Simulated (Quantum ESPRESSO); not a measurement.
# MnPt2 (P-3m1) in Quantum ESPRESSO: notebook

The runs below take MnPt2 through single point, equation of state, with LDA.

All numbers are computed with Quantum ESPRESSO 7.5; they aren't measurements. Logs are shortened: lines on timing, memory, paths and dates and some standing lists are left out, and cuts for length are marked.

## Step 1: The structure

The structure is trigonal, space group P-3m1 (No. 164). Conventional cell: a = 2.858 Å, b = 2.858 Å, c = 6.533 Å, α = 90.00°, β = 90.00°, γ = 120.00°. Pt (site symmetry 3m) has 3 Mn at 2.64 Å and 9 Pt at 2.86 to 2.91 Å as nearest neighbours. Around Mn (site symmetry -3m) lie 6 Pt at 2.64 Å and 6 Mn at 2.86 Å.

The cell comes from a database or a generator and needn't be the stable form of this composition.

## Step 2: Single point, LDA, collinear spin, ferromagnetic start, 14.48 Å³/atom

pw.in reads:

```
&CONTROL
  calculation = 'scf'
  prefix = 'pwscf'
  outdir = './tmp'
  pseudo_dir = './pseudo'
  tstress = .true.
  disk_io = 'nowf'
/
&SYSTEM
  ibrav = 0
  nat = 3
  ntyp = 2
  ecutwfc = 45
  ecutrho = 360
  nbnd = 36
  occupations = 'smearing'
  smearing = 'fd'
  degauss = 0.00367493
  nspin = 2
  starting_magnetization(1) = 0
  starting_magnetization(2) = 0.2667
/
&ELECTRONS
  conv_thr = 6d-10
  electron_maxstep = 120
  mixing_beta = 0.3
/
ATOMIC_SPECIES
Pt   195.0840 pt_lda_v1.4.uspp.F.UPF
Mn    54.9380 mn_lda_v1.5.uspp.F.UPF
CELL_PARAMETERS angstrom
   2.8000532941    0.0000000000    0.0000000000
  -1.4000266470    2.4249172847    0.0000000000
   0.0000000000    0.0000000000    6.3991501735
ATOMIC_POSITIONS crystal
Pt     0.6666666667    0.3333333333    0.3162060000
Pt     0.3333333333    0.6666666667    0.6837940000
Mn     0.0000000000    0.0000000000    0.0000000000
K_POINTS automatic
11 11 4 0 0 0
```

Potentials or basis: GBRV 1.5 LDA.

Launch:

```bash
$ OMP_NUM_THREADS=1 mpirun -n 2 pw.x -nk 2 -in pw.in > pw.out
```

pw.out:

```text
This program is part of the open-source Quantum ESPRESSO suite
     for quantum simulation of materials; please cite
         "P. Giannozzi et al., J. Phys.:Condens. Matter 21 395502 (2009);
         "P. Giannozzi et al., J. Phys.:Condens. Matter 29 465901 (2017);
         "P. Giannozzi et al., J. Chem. Phys. 152 154105 (2020);
     in publications or presentations arising from this work. More details at

     Message from routine setup:
     using ibrav=0 with symmetry is DISCOURAGED, use correct ibrav instead

     K-points division:     npool     =       2
     Subspace diagonalization in iterative solution of the eigenvalue problem:
     a serial algorithm will be used

     G-vector sticks info
     --------------------
     sticks:   dense  smooth     PW     G-vecs:    dense   smooth      PW
     Sum         685     349    109                33721    12027    2069

     Using Slab Decomposition

     bravais-lattice index     =            0
     lattice parameter (alat)  =       5.2913  a.u.
     unit-cell volume          =     293.2123 (a.u.)^3
     number of atoms/cell      =            3
     number of atomic types    =            2
     number of electrons       =        47.00
     number of Kohn-Sham states=           36
     kinetic-energy cutoff     =      45.0000  Ry
     charge density cutoff     =     360.0000  Ry
     scf convergence threshold =      6.0E-10
     mixing beta               =       0.3000
     number of iterations used =            8  plain     mixing
     Exchange-correlation=  SLA  PZ   NOGX NOGC
                           (   1   1   0   0   0   0   0)

     celldm(1)=   5.291334  celldm(2)=   0.000000  celldm(3)=   0.000000
     celldm(4)=   0.000000  celldm(5)=   0.000000  celldm(6)=   0.000000

     crystal axes: (cart. coord. in units of alat)
               a(1) = (   1.000000   0.000000   0.000000 )
               a(2) = (  -0.500000   0.866025   0.000000 )
               a(3) = (   0.000000   0.000000   2.285367 )

     reciprocal axes: (cart. coord. in units 2 pi/alat)
               b(1) = (  1.000000  0.577350 -0.000000 )
               b(2) = (  0.000000  1.154701  0.000000 )
               b(3) = (  0.000000 -0.000000  0.437566 )

     PseudoPot. # 1 for Pt read from file:
     pt_lda_v1.4.uspp.F.UPF
     Pseudo is Ultrasoft + core correction, Zval = 16.0
     Generated by new atomic code, or converted to UPF format
     Using radial grid of  985 points,  6 beta functions with:
                l(1) =   0
                l(2) =   0
                l(3) =   1
                l(4) =   1
                l(5) =   2
                l(6) =   2
     Q(r) pseudized with  8 coefficients,  rinner =    1.300   1.300   1.300
                                                       1.300   1.300

     PseudoPot. # 2 for Mn read from file:
     mn_lda_v1.5.uspp.F.UPF
     Pseudo is Ultrasoft + core correction, Zval = 15.0
     Generated by new atomic code, or converted to UPF format
     Using radial grid of  859 points,  6 beta functions with:
                l(1) =   0
                l(2) =   0
                l(3) =   1
                l(4) =   1
                l(5) =   2
                l(6) =   2
     Q(r) pseudized with  8 coefficients,  rinner =    0.950   0.950   0.950
                                                       0.950   0.950

     atomic species   valence    mass     pseudopotential
     Pt               16.00   195.08400     Pt( 1.00)
     Mn               15.00    54.93800     Mn( 1.00)

     Starting magnetic structure
     atomic species   magnetization
     Pt              0.000
     Mn              0.267

     12 Sym. Ops., with inversion, found

   Cartesian axes

     site n.     atom                  positions (alat units)
         1        Pt     tau(   1) = (   0.5000000   0.2886751   0.7226468  )
         2        Pt     tau(   2) = (  -0.0000000   0.5773503   1.5627204  )
         3        Mn     tau(   3) = (   0.0000000   0.0000000   0.0000000  )

     number of k points=    58  Fermi-Dirac smearing, width (Ry)=  0.0037
                       cart. coord. in units 2pi/alat
        k(    1) = (   0.0000000   0.0000000   0.0000000), wk =   0.0020661
        k(    2) = (   0.0000000   0.0000000   0.1093916), wk =   0.0041322
        k(    3) = (   0.0000000   0.0000000  -0.2187832), wk =   0.0020661
        k(    4) = (   0.0000000   0.1049728   0.0000000), wk =   0.0123967
        k(    5) = (   0.0000000   0.1049728   0.1093916), wk =   0.0123967
        k(    6) = (   0.0000000   0.1049728  -0.2187832), wk =   0.0123967
[... 50 lines left out ...]
        k(   57) = (  -0.1818182   0.4198911  -0.1093916), wk =   0.0247934
        k(   58) = (  -0.1818182   0.5248639  -0.1093916), wk =   0.0247934

     Dense  grid:    33721 G-vectors     FFT dimensions: (  32,  32,  75)

     Smooth grid:    12027 G-vectors     FFT dimensions: (  24,  24,  54)

     Check: negative core charge=   -0.000007
[... 74 lines left out ...]
     Davidson diagonalization with overlap
     ethr =  3.02E-05,  avg # of iterations =  2.6

     negative rho (up, down):  1.722E-01 1.691E-01

     total energy              =    -632.81453018 Ry
     estimated scf accuracy    <       0.01154781 Ry

     total magnetization       =     3.72 Bohr mag/cell
     absolute magnetization    =     3.77 Bohr mag/cell

     iteration #  7     ecut=    45.00 Ry     beta= 0.30
     Davidson diagonalization with overlap
     ethr =  2.46E-05,  avg # of iterations =  1.1

     negative rho (up, down):  1.724E-01 1.686E-01

     total energy              =    -632.81496867 Ry
     estimated scf accuracy    <       0.00097060 Ry

     total magnetization       =     3.74 Bohr mag/cell
     absolute magnetization    =     3.79 Bohr mag/cell

     iteration #  8     ecut=    45.00 Ry     beta= 0.30
     Davidson diagonalization with overlap
     ethr =  2.07E-06,  avg # of iterations =  3.7

     negative rho (up, down):  1.724E-01 1.685E-01

     total energy              =    -632.81508183 Ry
     estimated scf accuracy    <       0.00066868 Ry

     total magnetization       =     3.81 Bohr mag/cell
     absolute magnetization    =     3.86 Bohr mag/cell

     iteration #  9     ecut=    45.00 Ry     beta= 0.30
     Davidson diagonalization with overlap
     ethr =  1.42E-06,  avg # of iterations =  1.0

     negative rho (up, down):  1.728E-01 1.683E-01

     total energy              =    -632.81494797 Ry
     estimated scf accuracy    <       0.00061336 Ry

     total magnetization       =     3.83 Bohr mag/cell
     absolute magnetization    =     3.88 Bohr mag/cell

     iteration # 10     ecut=    45.00 Ry     beta= 0.30
     Davidson diagonalization with overlap
     ethr =  1.31E-06,  avg # of iterations =  1.2

     negative rho (up, down):  1.727E-01 1.684E-01

     total energy              =    -632.81511169 Ry
     estimated scf accuracy    <       0.00015500 Ry

     total magnetization       =     3.91 Bohr mag/cell
     absolute magnetization    =     3.97 Bohr mag/cell

     iteration # 11     ecut=    45.00 Ry     beta= 0.30
     Davidson diagonalization with overlap
     ethr =  3.30E-07,  avg # of iterations =  1.0

     negative rho (up, down):  1.727E-01 1.684E-01

     total energy              =    -632.81513009 Ry
     estimated scf accuracy    <       0.00000535 Ry

     total magnetization       =     3.89 Bohr mag/cell
     absolute magnetization    =     3.95 Bohr mag/cell

     iteration # 12     ecut=    45.00 Ry     beta= 0.30
     Davidson diagonalization with overlap
     ethr =  1.14E-08,  avg # of iterations =  1.7

     negative rho (up, down):  1.727E-01 1.684E-01

     total energy              =    -632.81513151 Ry
     estimated scf accuracy    <       0.00000022 Ry

     total magnetization       =     3.90 Bohr mag/cell
     absolute magnetization    =     3.95 Bohr mag/cell

     iteration # 13     ecut=    45.00 Ry     beta= 0.30
     Davidson diagonalization with overlap
     ethr =  4.78E-10,  avg # of iterations =  2.2

     negative rho (up, down):  1.727E-01 1.684E-01

     total energy              =    -632.81513156 Ry
     estimated scf accuracy    <       0.00000004 Ry

     total magnetization       =     3.90 Bohr mag/cell
     absolute magnetization    =     3.95 Bohr mag/cell

     iteration # 14     ecut=    45.00 Ry     beta= 0.30
     Davidson diagonalization with overlap
     ethr =  9.25E-11,  avg # of iterations =  2.0

     negative rho (up, down):  1.727E-01 1.684E-01

     total energy              =    -632.81513157 Ry
     estimated scf accuracy    <       0.00000002 Ry

     total magnetization       =     3.90 Bohr mag/cell
     absolute magnetization    =     3.95 Bohr mag/cell

     iteration # 15     ecut=    45.00 Ry     beta= 0.30
     Davidson diagonalization with overlap
     ethr =  4.22E-11,  avg # of iterations =  1.3

     negative rho (up, down):  1.727E-01 1.684E-01

     total energy              =    -632.81513158 Ry
     estimated scf accuracy    <          1.2E-09 Ry

     total magnetization       =     3.90 Bohr mag/cell
     absolute magnetization    =     3.95 Bohr mag/cell

     iteration # 16     ecut=    45.00 Ry     beta= 0.30
     Davidson diagonalization with overlap
     ethr =  2.52E-12,  avg # of iterations =  2.6

     negative rho (up, down):  1.727E-01 1.684E-01

     Magnetic moment per site  (integrated on atomic sphere of radius R)
     atom   1 (R=0.382)  charge= 13.4612  magn=  0.2266
     atom   2 (R=0.382)  charge= 13.4612  magn=  0.2266
     atom   3 (R=0.382)  charge= 13.4872  magn=  3.2599

     End of self-consistent calculation

     Number of k-points >= 100: set verbosity='high' to print the bands.

     the Fermi energy is    20.3620 ev

!    total energy              =    -632.81513158 Ry
     estimated scf accuracy    <          3.1E-10 Ry
     smearing contrib. (-TS)   =      -0.00219131 Ry
     internal energy E=F+TS    =    -632.81294027 Ry

     The total energy is F=E-TS. E is the sum of the following terms:
     one-electron contribution =    -138.34836070 Ry
     hartree contribution      =     105.52597156 Ry
     xc contribution           =    -139.92373239 Ry
     ewald contribution        =    -460.06681874 Ry

     total magnetization       =     3.90 Bohr mag/cell
     absolute magnetization    =     3.95 Bohr mag/cell

     convergence has been achieved in  16 iterations

     Computing stress (Cartesian axis) and pressure

     negative rho (up, down):  1.727E-01 1.684E-01
          total   stress  (Ry/bohr**3)                   (kbar)     P=      -66.01
  -0.00058153   0.00000000   0.00000000          -85.55        0.00        0.00
   0.00000000  -0.00058153   0.00000000            0.00      -85.55        0.00
   0.00000000   0.00000000  -0.00018318            0.00        0.00      -26.95

=------------------------------------------------------------------------------=
   JOB DONE.
=------------------------------------------------------------------------------=
```

Wall time 79 s (2 MPI ranks of Intel Xeon Platinum 8259CL at 2.50GHz (Skylake/Cascade Lake), shared host); peak memory 0.34 GiB.

Results:

| Property | Result |
| --- | --- |
| Free energy | -8609.8885 eV |
| Pressure | -6.6 GPa |
| Band gap on the k mesh | none (metal or under the smearing width) |
| Net moment | 3.90 μB per cell |
| Absolute moment | 3.95 μB per cell |
| Site moments | Pt +0.23; Mn +3.26 μB |
| Valence electrons inside the program's atomic spheres | Pt 13.46; Mn 13.49 |

## Step 3: Single point, LDA, collinear spin, ferromagnetic start, 14.79 Å³/atom

pw.in: that of step 2 with these lines changed.

```diff
@@ -31,5 +31,5 @@
 CELL_PARAMETERS angstrom
-   2.8000532941    0.0000000000    0.0000000000
-  -1.4000266470    2.4249172847    0.0000000000
-   0.0000000000    0.0000000000    6.3991501735
+   2.8197726289    0.0000000000    0.0000000000
+  -1.4098863145    2.4419947296    0.0000000000
+   0.0000000000    0.0000000000    6.4442160962
 ATOMIC_POSITIONS crystal
```

Potentials or basis: GBRV 1.5 LDA.

Launch:

```bash
$ OMP_NUM_THREADS=1 mpirun -n 2 pw.x -nk 2 -in pw.in > pw.out
```

Wall time 72 s (2 MPI ranks of Intel Xeon Platinum 8259CL at 2.50GHz (Skylake/Cascade Lake), shared host); peak memory 0.34 GiB.

Results (log left out):

* Free energy: -8609.8428 eV
* Pressure: -10.3 GPa
* Band gap on the k mesh: none (metal or under the smearing width)
* Net moment: 4.04 μB per cell
* Absolute moment: 4.10 μB per cell
* Site moments: Pt +0.24; Mn +3.37 μB
* Valence electrons inside the program's atomic spheres: Pt 13.51; Mn 13.49

## Step 4: Single point, LDA, collinear spin, ferromagnetic start, 15.10 Å³/atom

pw.in: that of step 3 with these lines changed.

```diff
@@ -31,5 +31,5 @@
 CELL_PARAMETERS angstrom
-   2.8197726289    0.0000000000    0.0000000000
-  -1.4098863145    2.4419947296    0.0000000000
-   0.0000000000    0.0000000000    6.4442160962
+   2.8392199513    0.0000000000    0.0000000000
+  -1.4196099756    2.4588366048    0.0000000000
+   0.0000000000    0.0000000000    6.4886603702
 ATOMIC_POSITIONS crystal
```

Launch:

```bash
$ OMP_NUM_THREADS=1 mpirun -n 2 pw.x -nk 2 -in pw.in > pw.out
```

It took 74 s on 2 MPI ranks of Intel Xeon Platinum 8259CL at 2.50GHz (Skylake/Cascade Lake), shared host; peak memory 0.34 GiB.

The run converged. Its results:

| Item | Value |
| --- | --- |
| Free energy | -8609.7769 eV |
| Pressure | -13.5 GPa |
| Band gap on the k mesh | none (metal or under the smearing width) |
| Net moment | 4.16 μB per cell |
| Absolute moment | 4.22 μB per cell |
| Site moments | Pt +0.25; Mn +3.47 μB |
| Valence electrons inside the program's atomic spheres | Pt 13.55; Mn 13.50 |

## Step 5: Single point, LDA, collinear spin, ferromagnetic start, 15.41 Å³/atom

pw.in: that of step 4 with these lines changed.

```diff
@@ -31,5 +31,5 @@
 CELL_PARAMETERS angstrom
-   2.8392199513    0.0000000000    0.0000000000
-  -1.4196099756    2.4588366048    0.0000000000
-   0.0000000000    0.0000000000    6.4886603702
+   2.8584044518    0.0000000000    0.0000000000
+  -1.4292022259    2.4754508696    0.0000000000
+   0.0000000000    0.0000000000    6.5325040000
 ATOMIC_POSITIONS crystal
```

Launch:

```bash
$ OMP_NUM_THREADS=1 mpirun -n 2 pw.x -nk 2 -in pw.in > pw.out
```

Wall time 82 s (2 MPI ranks of Intel Xeon Platinum 8259CL at 2.50GHz (Skylake/Cascade Lake), shared host); peak memory 0.36 GiB.

Results (log left out):

```
Free energy                                           : -8609.6934 eV
Pressure                                              : -16.4 GPa
Band gap on the k mesh                                : none (metal or under the smearing width)
Net moment                                            : 4.29 μB per cell
Absolute moment                                       : 4.35 μB per cell
Site moments                                          : Pt +0.27; Mn +3.57 μB
Valence electrons inside the program's atomic spheres : Pt 13.59; Mn 13.51
```

## Step 6: Single point, LDA, collinear spin, ferromagnetic start, 15.72 Å³/atom

pw.in: that of step 5 with these lines changed.

```diff
@@ -31,5 +31,5 @@
 CELL_PARAMETERS angstrom
-   2.8584044518    0.0000000000    0.0000000000
-  -1.4292022259    2.4754508696    0.0000000000
-   0.0000000000    0.0000000000    6.5325040000
+   2.8773348343    0.0000000000    0.0000000000
+  -1.4386674171    2.4918450617    0.0000000000
+   0.0000000000    0.0000000000    6.5757668767
 ATOMIC_POSITIONS crystal
```

Potentials or basis: GBRV 1.5 LDA.

Launch:

```bash
$ OMP_NUM_THREADS=1 mpirun -n 2 pw.x -nk 2 -in pw.in > pw.out
```

Wall time 77 s (2 MPI ranks of Intel Xeon Platinum 8259CL at 2.50GHz (Skylake/Cascade Lake), shared host); peak memory 0.36 GiB.

The run converged. Its results:

| Item | Value |
| --- | --- |
| Free energy | -8609.5943 eV |
| Pressure | -18.9 GPa |
| Band gap on the k mesh | none (metal or under the smearing width) |
| Net moment | 4.40 μB per cell |
| Absolute moment | 4.46 μB per cell |
| Site moments | Pt +0.28; Mn +3.65 μB |
| Valence electrons inside the program's atomic spheres | Pt 13.64; Mn 13.52 |

## Step 7: Single point, LDA, collinear spin, ferromagnetic start, 16.02 Å³/atom

pw.in: that of step 6 with these lines changed.

```diff
@@ -31,5 +31,5 @@
 CELL_PARAMETERS angstrom
-   2.8773348343    0.0000000000    0.0000000000
-  -1.4386674171    2.4918450617    0.0000000000
-   0.0000000000    0.0000000000    6.5757668767
+   2.8960193503    0.0000000000    0.0000000000
+  -1.4480096751    2.5080263272    0.0000000000
+   0.0000000000    0.0000000000    6.6184678581
 ATOMIC_POSITIONS crystal
```

Launch:

```bash
$ OMP_NUM_THREADS=1 mpirun -n 2 pw.x -nk 2 -in pw.in > pw.out
```

Wall time 75 s (2 MPI ranks of Intel Xeon Platinum 8259CL at 2.50GHz (Skylake/Cascade Lake), shared host); peak memory 0.36 GiB.

The run converged. Its results:

```yaml
Free_energy: -8609.4814 eV
Pressure: -21.2 GPa
Band_gap_on_the_k_mesh: none (metal or under the smearing width)
Net_moment: 4.49 μB per cell
Absolute_moment: 4.55 μB per cell
Site_moments: Pt +0.29; Mn +3.71 μB
Valence_electrons_inside_the_program's_atomic_spheres: Pt 13.68; Mn 13.52
```

## Step 8: Single point, LDA, collinear spin, ferromagnetic start, 16.33 Å³/atom

pw.in: that of step 7 with these lines changed.

```diff
@@ -31,5 +31,5 @@
 CELL_PARAMETERS angstrom
-   2.8960193503    0.0000000000    0.0000000000
-  -1.4480096751    2.5080263272    0.0000000000
-   0.0000000000    0.0000000000    6.6184678581
+   2.9144658307    0.0000000000    0.0000000000
+  -1.4572329154    2.5240014479    0.0000000000
+   0.0000000000    0.0000000000    6.6606248409
 ATOMIC_POSITIONS crystal
```

Launch:

```bash
$ OMP_NUM_THREADS=1 mpirun -n 2 pw.x -nk 2 -in pw.in > pw.out
```

It took 81 s on 2 MPI ranks of Intel Xeon Platinum 8259CL at 2.50GHz (Skylake/Cascade Lake), shared host; peak memory 0.38 GiB.

It converged, with:

```
Free energy                                           : -8609.3556 eV
Pressure                                              : -23.3 GPa
Band gap on the k mesh                                : none (metal or under the smearing width)
Net moment                                            : 4.55 μB per cell
Absolute moment                                       : 4.62 μB per cell
Site moments                                          : Pt +0.30; Mn +3.77 μB
Valence electrons inside the program's atomic spheres : Pt 13.72; Mn 13.53
```

## Step 9: Equation of state, LDA, collinear spin, ferromagnetic start

Potentials or basis: GBRV 1.5 LDA.

No new run: the results of the series are fitted here.

What came out:

```
Equilibrium volume                        : 14.04 Å³/atom (rough: see the caveat)
Bulk modulus at fixed shape and positions : 209 GPa (rough)
```

Energy against volume, from the lowest point:
```csv
volume (Å³/atom),energy (meV/atom)
14.483,0.00
14.791,15.23
15.099,37.19
15.408,65.02
15.716,98.06
16.024,135.69
16.332,177.63
```

Caveat: the minimum lies outside the volumes run; the cell was scaled at fixed shape and fractional positions, which overstates the stiffness of a crystal with free parameters, most of all of layers and chains. Spin-orbit coupling is left out, which matters for the levels of Pt.
